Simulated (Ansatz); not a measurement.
What does this script print? It uses Ansatz 0.2.0 through its Python package.

The script, `md_alclhi.py`:
```python
import warnings

import ansatz as az
from ase import Atoms
import numpy as np

warnings.simplefilter("ignore", az.DeckWarning)

atoms = Atoms(["Cl", "Al", "I", "H"], positions=[
    (-2.0722, 0.0174, -0.5676),
    (0.016, 0.2011, -0.0448),
    (1.2673, -1.9012, 0.7154),
    (0.8445, 1.6224, -0.1233),
])
alclhi = az.Crystal.molecule_from_ase(atoms)

calculation = alclhi.calculation()
calculation = calculation.basis(gaussian="def2-SVP")
calculation = calculation.functional("B3LYP").scf(lower_state_search="light")
symbols = [site.symbol for site in alclhi.cartesian_sites]
start = np.array([site.position_ang for site in alclhi.cartesian_sites], dtype=float)
rep = calculation.relax(force_tolerance=0.02, max_steps=100).run(threads=1, pin="off").report
end = np.array(rep["positions_ang"])
minimum = az.Crystal.molecule()
for symbol, place in zip(symbols, end):
    minimum = minimum.atom(symbol, place.tolist())

calculation = (
    minimum.calculation()
    .basis(gaussian="def2-SVP")
    .functional("B3LYP")
    .scf(lower_state_search="light")
    .md("nve", timestep=1.0, steps=30, temperature=300, initial_velocities="maxwell_boltzmann", seed=65)
)
frames = []
out = calculation.session().plan().execute(on_event=lambda e: frames.append(e["data"]) if e["event"] == "md_step" else None)
print("t (fs)   E_pot (eV)      E_kin (eV)   T (K)   d(0-1) (A)")
for f in frames[::1]:
    xyz = np.array(f["positions_ang"])
    print(f"{f['time_fs']:6.2f} {f['lagrangian_ev']:14.5f} {f['e_kin_ev']:10.5f} {f['temperature_k']:8.1f} {np.linalg.norm(xyz[0] - xyz[1]):9.4f}")
kept = np.array([f["conserved_ev"] for f in frames])
print(f"conserved energy moves by at most {1000 * np.ptp(kept):.3f} meV")
symbols = [site.symbol for site in alclhi.cartesian_sites]
with open("last_frame.xyz", "w") as handle:
    handle.write(f"{len(symbols)}\nt = {frames[-1]['time_fs']} fs\n")
    handle.writelines("{:2s} {:10.5f} {:10.5f} {:10.5f}\n".format(s, *xyz) for s, xyz in zip(symbols, frames[-1]["positions_ang"]))
```

```console
$ python md_alclhi.py
t (fs)   E_pot (eV)      E_kin (eV)   T (K)   d(0-1) (A)
  0.00   -27237.50705    0.07756    300.0    2.1035
  1.00   -27237.50646    0.07697    297.8    2.0991
  2.00   -27237.50478    0.07530    291.3    2.0946
  3.00   -27237.50218    0.07271    281.3    2.0902
  4.00   -27237.49880    0.06934    268.2    2.0860
  5.00   -27237.49472    0.06526    252.4    2.0819
  6.00   -27237.48996    0.06050    234.0    2.0780
  7.00   -27237.48454    0.05509    213.1    2.0744
  8.00   -27237.47860    0.04916    190.2    2.0710
  9.00   -27237.47237    0.04295    166.1    2.0680
 10.00   -27237.46616    0.03676    142.2    2.0654
 11.00   -27237.46032    0.03093    119.7    2.0632
 12.00   -27237.45507    0.02569     99.4    2.0614
 13.00   -27237.45053    0.02115     81.8    2.0601
 14.00   -27237.44670    0.01732     67.0    2.0592
 15.00   -27237.44353    0.01415     54.7    2.0588
 16.00   -27237.44097    0.01159     44.8    2.0588
 17.00   -27237.43907    0.00970     37.5    2.0593
 18.00   -27237.43799    0.00863     33.4    2.0602
 19.00   -27237.43791    0.00856     33.1    2.0615
 20.00   -27237.43892    0.00957     37.0    2.0632
 21.00   -27237.44099    0.01162     45.0    2.0652
 22.00   -27237.44391    0.01452     56.2    2.0676
 23.00   -27237.44737    0.01797     69.5    2.0702
 24.00   -27237.45110    0.02169     83.9    2.0732
 25.00   -27237.45493    0.02551     98.7    2.0764
 26.00   -27237.45880    0.02939    113.7    2.0798
 27.00   -27237.46277    0.03335    129.0    2.0835
 28.00   -27237.46686    0.03745    144.9    2.0873
 29.00   -27237.47107    0.04164    161.1    2.0912
 30.00   -27237.47523    0.04579    177.1    2.0952
conserved energy moves by at most 0.143 meV
```

File `last_frame.xyz` afterwards:
```text
4
t = 30.0 fs
Cl   -1.96776    0.02707   -0.53616
Al    0.06509    0.15837   -0.04598
I     1.22586   -1.84194    0.69444
H     0.75727    1.57006    0.07649
```

These settings explore the input space; basis and method may be short of convergence. The trajectory is only some femtoseconds long, so its temperature is not equilibrated; where the script doesn't relax first, it starts from a rough generated geometry. def2 sets replace the cores of elements past krypton by effective core potentials. b3lyp holds the VWN-RPA fit, as in Gaussian; the form of ORCA and Turbomole is b3lyp5. The temperature counts the internal degrees of freedom alone. With hydrogen a step over 0.5 fs is long. The whole script took 94 s on 1 thread of Arm Neoverse V1, on a shared host, peak memory 0.22 GiB.

(Lines on the test bed's own set-up are left out of the output.)
